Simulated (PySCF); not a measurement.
**The bond of ZnS, level by level**

One job finds the state of ZnS, follows it along the bond with each method and fits the curves.

Computed with PySCF 2.14.0. Level: Zn def2-TZVPPD, S def2-TZVPPD, no relativity.

### 1 The job

A driver script around PySCF takes these settings:

```json
{"atoms": "Zn, S", "charge": "0", "basis": "Zn def2-TZVPPD, S def2-TZVPPD", "Hamiltonian": "no relativity", "basis functions": "118", "electrons treated": "46", "masses in u": "63.9291, 31.9721", "levels": "PBE0, PBE, r²SCAN, BHandHLYP, revPBE, TPSSh, PW91, MN15, ωB97X-V, HF, MP2, SCS-MP2, CCSD, CCSD(T)", "grid": "80 radial by 434 angular points", "occupations": "held fixed by the projection of orbital angular momentum", "dissociation limit": "Zn + S, each in its ground configuration", "starting distance in angstrom": "2.175", "values of 2S to try": "0, 2"}
```

Started as:

```
$ OMP_NUM_THREADS=2 python dia.py task.json out
```

After this run come: The PBE0 curve of the state that the search chose; Higher solutions at PBE0; PBE; r²SCAN; BHandHLYP; revPBE (GGA); TPSSh; PW91 (GGA); MN15 (hybrid meta-GGA); ωB97X-V (range-separated hybrid); RHF (mean field); Adding correlation.

What does the calculation give? Wanted: for each run, Re; ωe; De; μ.

As calculated:

Lowest PBE0 solution found, without spin–orbit coupling: ¹Σ⁺ (singlet), closed shell. State 2 has its PBE0 minimum 0.20 eV higher. State 3 has its PBE0 minimum 0.30 eV higher, as a spin-mixed determinant (⟨S²⟩ = 1.01), so this is no gap between pure states. The other levels ran on the lowest alone.

| level | Re (Å) | ωe (cm⁻¹) | De (eV) | μ (D) |
| --- | --- | --- | --- | --- |
| RHF | 2.093 | 440 | -0.199 | -7.40 |
| RHF-MP2 | 2.049 | 476 | 1.61 | n/a |
| RHF-SCS-MP2 | 2.068 | 459 | 1.42 | n/a |
| RHF-CCSD | 2.079 | 440 | 1.07 | n/a |
| RHF-CCSD(T) | 2.078 | 445 | 1.33 | n/a |
| PBE | 2.064 | 453 | 1.67 | -5.01 |
| revPBE | 2.076 | 445 | 1.47 | -5.12 |
| PW91 | 2.063 | 453 | 1.68 | -4.97 |
| r²SCAN | 2.040 | 477 | 1.62 | -5.34 |
| TPSSh | 2.055 | 462 | 1.56 | -5.49 |
| PBE0 | 2.056 | 464 | 1.46 | -5.68 |
| MN15 | 2.058 | 453 | 1.42 | -5.50 |
| BHandHLYP | 2.072 | 448 | 0.98 | -6.06 |
| ωB97X-V | 2.048 | 473 | 1.42 | -6.15 |

De is counted to Zn + S in their ground configurations. A positive dipole means Zn(−)S(+).

Bond lengths run from 2.040 Å (r²SCAN) to 2.093 Å (RHF). Of the levels with a De here, RHF gives the least (-0.199 eV) and PW91 the most (1.68 eV).

Correlated steps freeze 10 core orbitals. A negative De means that the minimum lies above the separated atoms at that level. T1 is 0.021 near the minimum (highest on the curve 0.022), which may point to more than one leading configuration.
